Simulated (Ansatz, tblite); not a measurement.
**The cluster Pb₂Se₃: isomers from a random search**

One table from this session's results is given with a row withheld; the runs are named, their logs left out.

Computed with Ansatz 0.2.0, Gaussian basis. Level: relaxed with PBE-D4/def2-SVP, singlet.

2 further runs of the same task are left out: 2 set aside as unsound or not needed. Runs told in other sessions of the task aren't counted.

### Where the work starts

5 atoms, charge 0, spin multiplicity 1.

Atoms are counted from 1 here; the program's logs count them from 0.

Bond lengths: Pb1–Se3 2.793 Å, Pb1–Se4 2.793 Å, Pb1–Se5 2.663 Å, Pb2–Se3 2.793 Å, Pb2–Se4 2.791 Å, Pb2–Se5 2.662 Å, Se3–Se4 2.413 Å. Angles: Se3–Pb1–Se4 51.2°, Se3–Pb1–Se5 88.9°, Se4–Pb1–Se5 88.9°, Se3–Pb2–Se4 51.2°, Se3–Pb2–Se5 89.0°, Se4–Pb2–Se5 89.0°, Pb1–Se3–Pb2 82.9°, Pb1–Se3–Se4 64.4°, Pb2–Se3–Se4 64.4°, Pb1–Se4–Pb2 82.9°, Pb1–Se4–Se3 64.4°, Pb2–Se4–Se3 64.4°, Pb1–Se5–Pb2 87.9°.

Pb takes a core potential in the def2 sets. No spin-orbit coupling is included.

A search from random starts with GFN1-xTB found 8 distinct shapes; 3 go on here. The structure above is candidate A, which lies 0.00 eV above the lowest at that level; B lies 0.39 eV above the lowest at that level; C lies 1.77 eV above the lowest at that level.

Set-up of the first run:

in.yaml reads:

```yaml
crystal:
  periodic: [false, false, false]
  atoms:
    - {symbol: Pb, position_ang: [-0.642700, 1.393880, -1.073360]}
    - {symbol: Pb, position_ang: [0.280190, -1.123890, 1.470750]}
    - {symbol: Se, position_ang: [-0.067360, -1.330350, -1.292490]}
    - {symbol: Se, position_ang: [1.763490, 0.066820, -0.571840]}
    - {symbol: Se, position_ang: [-1.333620, 0.993540, 1.466940]}
basis:
  gaussian: {orbitals: def2-SVP}
hamiltonian: {xc: pbe, dispersion: d4}
scf: {lower_state_search: "off"}
output: {orbitals: {seedname: orbitals}}
relax: {f_tol: 0.02, max_steps: 100}
```

Started as:

```sh
$ ansatz run in.yaml --threads 4 --pin off --events-out ev --progress --plain --max-ram 4787MiB
```

Among the steps run: Relaxing candidate A; Relaxing candidate B; Relaxing candidate C; Candidate B, PBE0-D4/def2-TZVP; Candidate B, PBE-D4/def2-TZVP; Candidate B, r2SCAN-D4/def2-TZVP; Candidate B, r2SCAN0-D4/def2-TZVP; Candidate B, B97M-V/def2-TZVP; Candidate B, CCSD(T)/def2-SVP; Candidate C, PBE0-D4/def2-TZVP; Candidate C, PBE-D4/def2-TZVP; Candidate C, r2SCAN-D4/def2-TZVP; Candidate C, r2SCAN0-D4/def2-TZVP; Candidate C, B97M-V/def2-TZVP; Candidate C, CCSD(T)/def2-SVP.

One table of the session follows, with a row left open; its other results are not shown here.

It belongs to the step «C against A». 

```
              method  C above A (kcal/mol)
            GFN1-xTB                  37.0
            GFN2-xTB                  33.0
         HF/def2-SVP                  31.1
    PBE-D4/def2-TZVP                  35.3
 r2SCAN-D4/def2-TZVP                  34.1
    B97M-V/def2-TZVP                  33.8
   PBE0-D4/def2-TZVP                  36.5
r2SCAN0-D4/def2-TZVP                  35.5
        MP2/def2-SVP                  33.3
       CCSD/def2-SVP                  32.0
    CCSD(T)/def2-SVP                     ?
```

Q: Estimate the row for CCSD(T)/def2-SVP from the others.

As computed: C above A (kcal/mol): 31.2. In the column «C above A (kcal/mol)» it lies between HF/def2-SVP (31.1) and CCSD/def2-SVP (32.0).

To keep in mind: The search was small, so a lower isomer may exist. Only singlets are compared; another spin may lie lower and prefer another shape.
